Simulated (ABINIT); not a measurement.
Crystal: TiTeSe.

```
Te Se Ti
1.0
     3.68513    0.00000    0.00000
    -1.84256    3.19141    0.00000
     0.00000    0.00000    6.63475
Te Se Ti
1 1 1
Direct
  0.66667 0.33333 0.25167
  0.33333 0.66667 0.76962
  0.00000 0.00000 0.97872
```

The cell comes from a database or a generator and needn't be the stable form of this composition.

| Property | Result |
| --- | --- |
| Program | ABINIT 10.8.3 (patched build) |
| Task | relaxation of cell and atoms |
| Functional | PBE |
| Dispersion | D3(BJ) |
| Potentials or basis | JTH PAW PBE v2.0 |
| Cutoff | 408 eV |
| k mesh | 8 × 8 × 4 |
| Occupations | fermi-dirac, width 0.05 eV |
| Spin | no spin polarisation |

At the start: pressure -2.1 GPa; volume 26.01 Å³/atom.

Problem. How do energy, volume and symmetry change on relaxing?

Solution. Over 13 steps the energy falls by 30.6 meV/atom and the volume is 23.05 Å³/atom (-11.4 %); space group P3m1 (No. 156, to 0.05 Å).

Step by step:
```csv
step,energy change (eV),largest force (eV/Å),pressure (GPa),volume (Å³)
1,0.0000,0.2135,-2.08,78.03
2,-0.0061,0.2185,-1.87,77.65
3,-0.0458,0.5230,0.68,73.21
4,-0.0522,0.4798,0.75,72.64
5,-0.0701,0.0820,0.25,70.63
6,-0.0717,0.0724,-0.07,71.06
7,-0.0740,0.0674,-0.47,71.40
8,-0.0778,0.0665,-0.91,71.55
9,-0.0839,0.1240,-1.20,71.15
10,-0.0885,0.1704,-0.94,70.22
11,-0.0906,0.1334,-0.39,69.46
12,-0.0915,0.0894,-0.01,69.18
13,-0.0917,0.0420,0.07,69.15
```

Final structure:
```xyz
3
Lattice="3.5811 0.0000 0.0000 -1.7906 3.1013 0.0000 0.0000 0.0000 6.2262" Properties=species:S:1:pos:R:3 pbc="T T T"
Te    1.7906    1.0338    1.7172
Se    0.0000    2.0676    4.6438
Ti    0.0000    0.0000    6.0916
```

Caveat: the log and the count of SCF iterations are those of the last ABINIT call alone.
